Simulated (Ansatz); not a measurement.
# Mg6MnMo under changes of volume

One of the cells (19.403 Å³/atom); the others are scaled copies at fixed shape and fractional positions:

```
CELL_PARAMETERS angstrom
4.77287 0.00000 0.00000
0.00000 2.98853 5.44126
0.00000 -2.98853 5.44126
ATOMIC_POSITIONS crystal
Mo 0.50000 0.68868 0.68868
Mn 0.00000 0.80719 0.80719
Mg 0.50000 0.16938 0.16938
Mg 0.50000 0.67808 0.16454
Mg 0.50000 0.16454 0.67808
Mg 0.00000 0.33026 0.33026
Mg 0.00000 0.82062 0.34125
Mg 0.00000 0.34125 0.82062
```

The cell comes from a database or a generator and needn't be the stable form of this composition.

| Item | Value |
| --- | --- |
| Program | Ansatz 0.2.0 |
| Functional | PBE |
| Potentials or basis | Ansatz PAW |
| Cutoff | 420 eV (not typed: the program's choice for these potentials) |
| k mesh | 6 × 5 × 5 |
| Occupations | fermi-dirac, width 0.05 eV |
| Spin | collinear spin, ferromagnetic start |
| Starting moments | [1.0, 4.0, 0.0, 0.0, 0.0, 0.0, 0.0, 0.0] μB |

```csv
volume (Å³/atom),energy over the lowest point (meV/atom),pressure (GPa),moment (μB per cell),largest force (eV/Å)
18.239,12.44,3.7,2.15,0.137
18.627,5.21,2.3,2.21,0.093
19.015,1.16,1.1,2.26,0.074
19.403,0.00,-0.1,2.31,0.071
19.791,?,?,?,?
20.179,5.27,-2.0,2.37,0.102
20.568,11.22,-2.9,2.39,0.135
```

Problem. What does the run at 19.791 Å³/atom give?

Solution. Energy over the lowest point 1.45 meV/atom; pressure -1.1 GPa; moment 2.34 μB per cell; largest force 0.069 eV/Å.

Worked out: A Birch-Murnaghan fit of order 3 (a polynomial in V^(-2/3)) to the other rows has its minimum at 19.37 Å³/atom with B0 = V·E''(V) = 54 GPa and B' = 4.0 at fixed shape and positions, which overstates the stiffness. It gives 1.46 meV/atom at 19.791 Å³/atom, against the run's 1.45, and -dE/dV = -1.1 GPa, against -1.1. A parabola through the other rows of the moment, of slope 0.0819 μB per Å³/atom there, gives 2.34 μB, against the run's 2.34.

Energies are extrapolated to zero smearing.

Caveats: the starting moments weren't kept.
